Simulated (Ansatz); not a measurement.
# AsBH5Si: the cost of one run

Program: Ansatz 0.2.0. Level of theory: RKS PBE-D4/def2-SVP. These are calculated values, not measurements.

## 1. The structure to begin with

Bond lengths: B1–Si2 1.942 Å, Si2–As3 2.373 Å, B1–H4 1.168 Å, B1–H5 1.169 Å, Si2–H6 1.472 Å, As3–H7 1.504 Å, As3–H8 1.501 Å. Angles: B1–Si2–As3 126.4°, B1–Si2–H6 122.8°, As3–Si2–H6 110.7°, Si2–B1–H4 121.2°, Si2–B1–H5 121.0°, H4–B1–H5 117.5°, Si2–As3–H7 91.0°, Si2–As3–H8 89.3°, H7–As3–H8 90.4°.

Coordinates:

```xyz
8

B    -0.5451    0.6332   -1.4936
Si   -0.4267    0.5147    0.4408
As    1.2570   -0.6041    1.6839
H    -1.1221   -0.1706   -2.1150
H     0.0446    1.4515   -2.0840
H    -1.4097    1.1401    1.3407
H     1.8503   -1.1700    0.4227
H     0.3516   -1.7948    1.8044
```

## 2. Preparing the start

input.yaml reads:

```yaml
crystal:
  periodic: [false, false, false]
  atoms:
    - { symbol: B, position_ang: [-0.54507, 0.63319, -1.49357] }
    - { symbol: Si, position_ang: [-0.42666, 0.51471, 0.4408] }
    - { symbol: As, position_ang: [1.25703, -0.60408, 1.68393] }
    - { symbol: H, position_ang: [-1.12208, -0.1706, -2.11502] }
    - { symbol: H, position_ang: [0.0446, 1.45152, -2.08396] }
    - { symbol: H, position_ang: [-1.40969, 1.14006, 1.34073] }
    - { symbol: H, position_ang: [1.85028, -1.17003, 0.42266] }
    - { symbol: H, position_ang: [0.35159, -1.79476, 1.80442] }
total_charge: 1
basis:
  gaussian: { orbitals: def2-SVP }
hamiltonian:
  xc: pbe
  dispersion: d4
relax:
  f_tol: 0.02
  max_steps: 40
scf:
  lower_state_search: "off"
```

The run is started by

```sh
ansatz run input.yaml --threads 2 --pin off --max-ram 3072MiB --backend cpu --events-out ev --progress --plain --runs-dir out
```

**Question.** How long does this run take on 2 threads of Arm Neoverse N1, shared host, and how much memory does it need?

About 16 s, with a peak of 0.12 GiB.
